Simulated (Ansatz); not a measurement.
# YS: energy and pressure over a range of volumes

How stiff is YS, and at what volume does the pressure vanish? The cell is scaled evenly, atoms carried along, and solved with LAPW, PAW and all-electron datasets made for the crystal.

Method: DFT LDA, scalar-relativistic, in Ansatz 0.2.0.

## (1) The system as given

It takes space group Fm-3m (No. 225, cubic). The conventional cell has a = 5.487 Å, b = 5.487 Å, c = 5.487 Å, α = 90.00°, β = 90.00°, γ = 90.00°. Around Y (site symmetry m-3m) lie 6 S at 2.74 Å. S (site symmetry m-3m) is surrounded by 6 Y at 2.74 Å.

Coordinates:

```
CELL_PARAMETERS angstrom
0.00000 2.74365 2.74365
2.74365 0.00000 2.74365
2.74365 2.74365 0.00000
ATOMIC_POSITIONS crystal
Y 0.50000 0.50000 0.50000
S 0.00000 0.00000 0.00000
```

The cell is a deposited one (Crystallography Open Database entry 1539528); the temperature and pressure of the measurement aren't taken into account, and nothing was relaxed.

Atoms are numbered in the order of the input: Y1, S2.

## (2) Volume × 0.94, LAPW

Input file input.yaml:

```yaml
crystal:
  lattice:
    - [0.0, 2.6876414272, 2.6876414272]
    - [2.6876414272, 0.0, 2.6876414272]
    - [2.6876414272, 2.6876414272, 0.0]
  atoms:
    - { symbol: "Y", position: [0.5, 0.5, 0.5] }
    - { symbol: S, position: [0.0, 0.0, 0.0] }
kpoints:
  mp_grid: { grid: [8, 8, 8] }
  band_path:
    path:
      - [0.0, 0.0, 0.0]
      - [0.5, 0.0, 0.5]
      - [0.625, 0.25, 0.625]
      - [0.375, 0.375, 0.75]
      - [0.0, 0.0, 0.0]
      - [0.5, 0.5, 0.5]
      - [0.5, 0.25, 0.75]
      - [0.5, 0.0, 0.5]
    npoints: 5
scf:
  occupations: { method: fermi_dirac, width: 0.01 }
hamiltonian:
  xc: lda
  pseudopotentials: { kind: all_electron, lapw: { basis_error: 0.00025 } }
output:
  forces: true
  stress: true
  eigenvalues: true
```

Started as:

```
$ ansatz run input.yaml --threads 1 --pin off --max-ram 3072MiB --backend cpu --events-out ev --progress --plain --runs-dir out
```

## (3) Volume × 0.94, PAW

Input file input.yaml:

```yaml
crystal:
  lattice:
    - [0.0, 2.6876414272, 2.6876414272]
    - [2.6876414272, 0.0, 2.6876414272]
    - [2.6876414272, 2.6876414272, 0.0]
  atoms:
    - { symbol: "Y", position: [0.5, 0.5, 0.5] }
    - { symbol: S, position: [0.0, 0.0, 0.0] }
kpoints:
  mp_grid: { grid: [8, 8, 8] }
scf:
  occupations: { method: fermi_dirac, width: 0.01 }
hamiltonian:
  xc: lda
  pseudopotentials: { kind: paw }
output:
  forces: true
  stress: true
  eigenvalues: true
  efg: { contact_densities: true }
```

## (4) Volume × 0.94, crystal datasets

input.yaml: that of step 3 with these lines changed.

```diff
@@ -14,3 +14,3 @@
   xc: lda
-  pseudopotentials: { kind: paw }
+  pseudopotentials: { kind: all_electron, datasets: crystal }
 output:
```

## (5) Volume × 0.98, LAPW

Input file input.yaml:

```yaml
crystal:
  lattice:
    - [0.0, 2.7252356868, 2.7252356868]
    - [2.7252356868, 0.0, 2.7252356868]
    - [2.7252356868, 2.7252356868, 0.0]
  atoms:
    - { symbol: "Y", position: [0.5, 0.5, 0.5] }
    - { symbol: S, position: [0.0, 0.0, 0.0] }
kpoints:
  mp_grid: { grid: [8, 8, 8] }
  band_path:
    path:
      - [0.0, 0.0, 0.0]
      - [0.5, 0.0, 0.5]
      - [0.625, 0.25, 0.625]
      - [0.375, 0.375, 0.75]
      - [0.0, 0.0, 0.0]
      - [0.5, 0.5, 0.5]
      - [0.5, 0.25, 0.75]
      - [0.5, 0.0, 0.5]
    npoints: 5
scf:
  occupations: { method: fermi_dirac, width: 0.01 }
hamiltonian:
  xc: lda
  pseudopotentials: { kind: all_electron, lapw: { basis_error: 0.00025 } }
output:
  forces: true
  stress: true
  eigenvalues: true
```

## (6) Volume × 0.98, PAW

Input file input.yaml:

```yaml
crystal:
  lattice:
    - [0.0, 2.7252356868, 2.7252356868]
    - [2.7252356868, 0.0, 2.7252356868]
    - [2.7252356868, 2.7252356868, 0.0]
  atoms:
    - { symbol: "Y", position: [0.5, 0.5, 0.5] }
    - { symbol: S, position: [0.0, 0.0, 0.0] }
kpoints:
  mp_grid: { grid: [8, 8, 8] }
scf:
  occupations: { method: fermi_dirac, width: 0.01 }
hamiltonian:
  xc: lda
  pseudopotentials: { kind: paw }
output:
  forces: true
  stress: true
  eigenvalues: true
  efg: { contact_densities: true }
```

## (7) Volume × 0.98, crystal datasets

input.yaml: that of step 6 with these lines changed.

```diff
@@ -14,3 +14,3 @@
   xc: lda
-  pseudopotentials: { kind: paw }
+  pseudopotentials: { kind: all_electron, datasets: crystal }
 output:
```

## (8) Volume × 1.01, LAPW

Input file input.yaml:

```yaml
crystal:
  lattice:
    - [0.0, 2.7527651832, 2.7527651832]
    - [2.7527651832, 0.0, 2.7527651832]
    - [2.7527651832, 2.7527651832, 0.0]
  atoms:
    - { symbol: "Y", position: [0.5, 0.5, 0.5] }
    - { symbol: S, position: [0.0, 0.0, 0.0] }
kpoints:
  mp_grid: { grid: [8, 8, 8] }
  band_path:
    path:
      - [0.0, 0.0, 0.0]
      - [0.5, 0.0, 0.5]
      - [0.625, 0.25, 0.625]
      - [0.375, 0.375, 0.75]
      - [0.0, 0.0, 0.0]
      - [0.5, 0.5, 0.5]
      - [0.5, 0.25, 0.75]
      - [0.5, 0.0, 0.5]
    npoints: 5
scf:
  occupations: { method: fermi_dirac, width: 0.01 }
hamiltonian:
  xc: lda
  pseudopotentials: { kind: all_electron, lapw: { basis_error: 0.00025 } }
output:
  forces: true
  stress: true
  eigenvalues: true
```

## (9) Volume × 1.01, PAW

Input file input.yaml:

```yaml
crystal:
  lattice:
    - [0.0, 2.7527651832, 2.7527651832]
    - [2.7527651832, 0.0, 2.7527651832]
    - [2.7527651832, 2.7527651832, 0.0]
  atoms:
    - { symbol: "Y", position: [0.5, 0.5, 0.5] }
    - { symbol: S, position: [0.0, 0.0, 0.0] }
kpoints:
  mp_grid: { grid: [8, 8, 8] }
scf:
  occupations: { method: fermi_dirac, width: 0.01 }
hamiltonian:
  xc: lda
  pseudopotentials: { kind: paw }
output:
  forces: true
  stress: true
  eigenvalues: true
  efg: { contact_densities: true }
  write_density: true
  write_potential: true
  elf: true
  volumetric_format: npy
```

## (10) Volume × 1.01, crystal datasets

input.yaml: that of step 9 with these lines changed.

```diff
@@ -14,3 +14,3 @@
   xc: lda
-  pseudopotentials: { kind: paw }
+  pseudopotentials: { kind: all_electron, datasets: crystal }
 output:
@@ -20,5 +20 @@
   efg: { contact_densities: true }
-  write_density: true
-  write_potential: true
-  elf: true
-  volumetric_format: npy
```

## (11) Volume × 1.04, LAPW

Input file input.yaml:

```yaml
crystal:
  lattice:
    - [0.0, 2.7797547983, 2.7797547983]
    - [2.7797547983, 0.0, 2.7797547983]
    - [2.7797547983, 2.7797547983, 0.0]
  atoms:
    - { symbol: "Y", position: [0.5, 0.5, 0.5] }
    - { symbol: S, position: [0.0, 0.0, 0.0] }
kpoints:
  mp_grid: { grid: [8, 8, 8] }
  band_path:
    path:
      - [0.0, 0.0, 0.0]
      - [0.5, 0.0, 0.5]
      - [0.625, 0.25, 0.625]
      - [0.375, 0.375, 0.75]
      - [0.0, 0.0, 0.0]
      - [0.5, 0.5, 0.5]
      - [0.5, 0.25, 0.75]
      - [0.5, 0.0, 0.5]
    npoints: 5
scf:
  occupations: { method: fermi_dirac, width: 0.01 }
hamiltonian:
  xc: lda
  pseudopotentials: { kind: all_electron, lapw: { basis_error: 0.00025 } }
output:
  forces: true
  stress: true
  eigenvalues: true
```

## (12) Volume × 1.04, PAW

Input file input.yaml:

```yaml
crystal:
  lattice:
    - [0.0, 2.7797547983, 2.7797547983]
    - [2.7797547983, 0.0, 2.7797547983]
    - [2.7797547983, 2.7797547983, 0.0]
  atoms:
    - { symbol: "Y", position: [0.5, 0.5, 0.5] }
    - { symbol: S, position: [0.0, 0.0, 0.0] }
kpoints:
  mp_grid: { grid: [8, 8, 8] }
scf:
  occupations: { method: fermi_dirac, width: 0.01 }
hamiltonian:
  xc: lda
  pseudopotentials: { kind: paw }
output:
  forces: true
  stress: true
  eigenvalues: true
  efg: { contact_densities: true }
```

## (13) Volume × 1.04, crystal datasets

input.yaml: that of step 12 with these lines changed.

```diff
@@ -14,3 +14,3 @@
   xc: lda
-  pseudopotentials: { kind: paw }
+  pseudopotentials: { kind: all_electron, datasets: crystal }
 output:
```

(Steps that only read results are left out.)

**Question.** What will these runs give? Wanted: equilibrium volume; bulk modulus (for each run or level that gives them).

The runs gave:

| quantity | value |
| --- | --- |
| equilibrium volume (LAPW) | 19.898 Å³/atom |
| bulk modulus (LAPW) | 110 GPa |
| its pressure derivative (LAPW) | 4.4 |
| equilibrium volume (PAW) | 19.895 Å³/atom |
| bulk modulus (PAW) | 110 GPa |
| its pressure derivative (PAW) | 4.4 |
| equilibrium volume (crystal datasets) | 19.898 Å³/atom |
| bulk modulus (crystal datasets) | 110 GPa |
| its pressure derivative (crystal datasets) | 4.4 |

In words: A third-order Birch-Murnaghan fit to the LAPW pressures puts zero pressure at 19.90 Å³/atom, -3.7 % from the given cell, with a bulk modulus of 110 GPa. PAW's volume lies -0.01 % and its modulus less than 0.1 % from LAPW's. No thermal or zero-point expansion is included. YS has an odd count of electrons, so a run without spin can force a false metal and spoil its energy.
